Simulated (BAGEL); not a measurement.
**GeSiH5Cl (SMILES [SiH3][GeH2][Cl]): a chain of runs**

Wanted: a single-point energy (HF/def2-SVP), then the energy (NEVPT2(2,2)/def2-SVP) of GeSiH5Cl. 

The calculation is run with BAGEL 1.2.2.

1 further run of the same task is left out (set aside as unsound or not needed).

## Step 1: The structure to begin with

The species is GeSiH5Cl (8 atoms), meant as a singlet with charge 0. As SMILES, `[SiH3][GeH2][Cl]`. The Ge2–H8 distance was set to 2.460 Å, away from the relaxed value. At this shape a bond of the SMILES string is far longer than usual.

Bond lengths: Si1–Ge2 2.380 Å, Ge2–Cl3 2.169 Å, Si1–H4 1.487 Å, Si1–H5 1.484 Å, Si1–H6 1.484 Å, Ge2–H7 1.537 Å. Angles: Si1–Ge2–Cl3 106.5°, Si1–Ge2–H7 114.0°, Cl3–Ge2–H7 106.1°, Ge2–Si1–H4 109.5°, Ge2–Si1–H5 108.9°, Ge2–Si1–H6 108.9°, H4–Si1–H5 109.7°, H4–Si1–H6 109.7°, H5–Si1–H6 110.1°. A long bond or contact: Ge2–H8 2.460 Å.

## Step 2: The energy at HF/def2-SVP (density fitting with svp-jkfit) (run 1)

Contents of hf.json:

```json
{ "bagel" : [

{
  "title" : "molecule",
  "basis" : "svp",
  "df_basis" : "svp-jkfit",
  "angstrom" : true,
  "geometry" : [
    { "atom" : "Si", "xyz" : [   -0.495375,    1.626451,   -0.578984 ] },
    { "atom" : "Ge", "xyz" : [    1.106525,   -0.082849,   -0.158084 ] },
    { "atom" : "Cl", "xyz" : [    2.331325,    0.615451,    1.489716 ] },
    { "atom" : "H", "xyz" : [   -1.376675,    1.215351,   -1.703784 ] },
    { "atom" : "H", "xyz" : [    0.218425,    2.877851,   -0.935384 ] },
    { "atom" : "H", "xyz" : [   -1.310275,    1.834751,    0.643716 ] },
    { "atom" : "H", "xyz" : [    2.071325,   -0.336049,   -1.327684 ] },
    { "atom" : "H", "xyz" : [    0.124600,   -2.213900,    0.579200 ] }
  ]
},
{
  "title" : "hf"
},
{
  "title" : "print",
  "file" : "orbitals.molden",
  "orbitals" : true
}

]}
```

Command:

```
$ BAGEL_NUM_THREADS=1 BAGEL hf.json > hf.out
```

Log:

```text
* using 1 threads per process

  ===============================================================
  ===============================================================

  *** Geometry ***

  { "atom" : "Si", "xyz" : [     -0.936123,      3.073547,     -1.094121 ] },
  { "atom" : "Ge", "xyz" : [      2.091029,     -0.156562,     -0.298735 ] },
  { "atom" : "Cl", "xyz" : [      4.405566,      1.163034,      2.815155 ] },
  { "atom" : "H", "xyz" : [     -2.601539,      2.296681,     -3.219685 ] },
  { "atom" : "H", "xyz" : [      0.412763,      5.438350,     -1.767620 ] },
  { "atom" : "H", "xyz" : [     -2.476061,      3.467177,      1.216447 ] },
  { "atom" : "H", "xyz" : [      3.914237,     -0.635041,     -2.508959 ] },
  { "atom" : "H", "xyz" : [      0.235460,     -4.183665,      1.094529 ] },

  Number of auxiliary basis functions:      612

  Since a DF basis is specified, we compute 2- and 3-index integrals:
    o Being stored without compression. Storage requirement is 0.042 GB

  Number of basis functions:       93
  Number of electrons      :       68

    * METHOD: MOLECULE                             0.31

  *** RHF ***

  === Nuclear Repulsion ===
   333.1363550121

      * DIIS with orbital gradients will be used.

  === RHF iteration (svp) ===
      0      -2826.08116949          0.00738754           0.14
      1      -2826.13713252          0.00304941           0.13
      2      -2826.14547398          0.00110989           0.14
      3      -2826.14663402          0.00028619           0.10
      4      -2826.14669680          0.00005125           0.12
      5      -2826.14670185          0.00001244           0.13
      6      -2826.14670220          0.00000367           0.14
      7      -2826.14670224          0.00000113           0.14
      8      -2826.14670224          0.00000028           0.13
      9      -2826.14670224          0.00000009           0.12
     10      -2826.14670224          0.00000003           0.12
     11      -2826.14670224          0.00000001           0.13
     12      -2826.14670224          0.00000000           0.12
    * SCF iteration converged.

    * Permanent dipole moment:
           (    0.353987,    -0.619284,     0.859280) a.u.

    * METHOD: HF                                   1.93

    * METHOD: PRINT                                0.01

  ===============================================================
```

Wall time 2.6 s (1 thread of Intel Xeon 6975P-C (Granite Rapids), shared host); peak memory 0.17 GiB.

## Step 3: The energy at NEVPT2(2,2)/def2-SVP (density fitting with svp-jkfit) (run 2)

Contents of input.json:

```json
{ "bagel" : [

{
  "title" : "molecule",
  "basis" : "svp",
  "df_basis" : "svp-jkfit",
  "angstrom" : true,
  "geometry" : [
    { "atom" : "Si", "xyz" : [   -0.495375,    1.626451,   -0.578984 ] },
    { "atom" : "Ge", "xyz" : [    1.106525,   -0.082849,   -0.158084 ] },
    { "atom" : "Cl", "xyz" : [    2.331325,    0.615451,    1.489716 ] },
    { "atom" : "H", "xyz" : [   -1.376675,    1.215351,   -1.703784 ] },
    { "atom" : "H", "xyz" : [    0.218425,    2.877851,   -0.935384 ] },
    { "atom" : "H", "xyz" : [   -1.310275,    1.834751,    0.643716 ] },
    { "atom" : "H", "xyz" : [    2.071325,   -0.336049,   -1.327684 ] },
    { "atom" : "H", "xyz" : [    0.124600,   -2.213900,    0.579200 ] }
  ]
},
{ "title" : "hf" },
{ "title" : "nevpt2", "nstate" : 1, "nact" : 2, "nclosed" : 33, "active" : [34, 35], "maxiter" : 200, "natocc" : true, "ncore" : 19 },
{ "title" : "print", "file" : "orbitals.molden", "orbitals" : true }

]}
```

Command:

```
$ BAGEL_NUM_THREADS=1 BAGEL input.json > input.out
```

Log:

```text
* using 1 threads per process

  ===============================================================
  ===============================================================

  *** Geometry ***

  { "atom" : "Si", "xyz" : [     -0.936123,      3.073547,     -1.094121 ] },
  { "atom" : "Ge", "xyz" : [      2.091029,     -0.156562,     -0.298735 ] },
  { "atom" : "Cl", "xyz" : [      4.405566,      1.163034,      2.815155 ] },
[... 4 lines of this table left out ...]
  { "atom" : "H", "xyz" : [      0.235460,     -4.183665,      1.094529 ] },

  Number of auxiliary basis functions:      612

  Since a DF basis is specified, we compute 2- and 3-index integrals:
    o Being stored without compression. Storage requirement is 0.042 GB

  Number of basis functions:       93
  Number of electrons      :       68

    * METHOD: MOLECULE                             0.41

  *** RHF ***

[... 11 lines left out ...]
    * SCF iteration converged.
[... 1 line left out ...]
    * Permanent dipole moment:
[... 22 lines left out ...]
      0  0     -2826.16517807     2.04e-03      0.03

      1  0     -2826.18307648     1.17e-03      0.64
[... 19 lines of this table left out ...]
     11  0     -2826.18667607     6.85e-09      0.49

    * Second-order optimization converged. *

     guess   0:   closed 1.                   open ..

  === FCI iteration ===

      0  0     -2826.14390975     6.95e-02      0.00
      1  0     -2826.18654527     3.50e-03      0.00
      2  0 *   -2826.18667607     1.35e-16      0.00

     * ci vector, state   0, <S^2> = 0.0000
       2.     0.9557572061
       .2    -0.2941566979

  === DF-NEVPT2 calculation ===

    * 3-index integral transformation done
    * assembly done

      NEVPT2 correlation energy:   -0.4462858404      0.15

          (+0)     -0.4119724901
          (+0)'    -0.0049761711
          (+1)     -0.0094057969
          (+1)'    -0.0000000000
          (+2)     -0.0003128972
          (-1)     -0.0165042482
          (-1)'     0.0000000000
          (-2)     -0.0031142369

      NEVPT2 total energy:       -2826.6329619094

    * METHOD: NEVPT2                               7.03

    * METHOD: PRINT                                0.01

  ===============================================================
```

Wall time 9.9 s (1 thread of Intel Xeon 6975P-C (Granite Rapids), shared host); peak memory 0.18 GiB.

## Step 4: Outcome

| quantity | value |
| --- | --- |
| run 1, HF/def2-SVP: total energy | -2826.14670 Eh |
| run 1, HF/def2-SVP: dipole moment | 2.84 D |
| run 1, HF/def2-SVP: HOMO energy | -9.64 eV |
| run 1, HF/def2-SVP: LUMO energy | 0.63 eV |
| run 1, HF/def2-SVP: HOMO–LUMO gap | 10.27 eV |
| run 2, NEVPT2(2,2)/def2-SVP: total energy | -2826.63296 Eh |

In words: One bond (run 1, HF/def2-SVP) is far stretched, which a spin-restricted single reference describes badly; a broken-symmetry solution may lie lower.
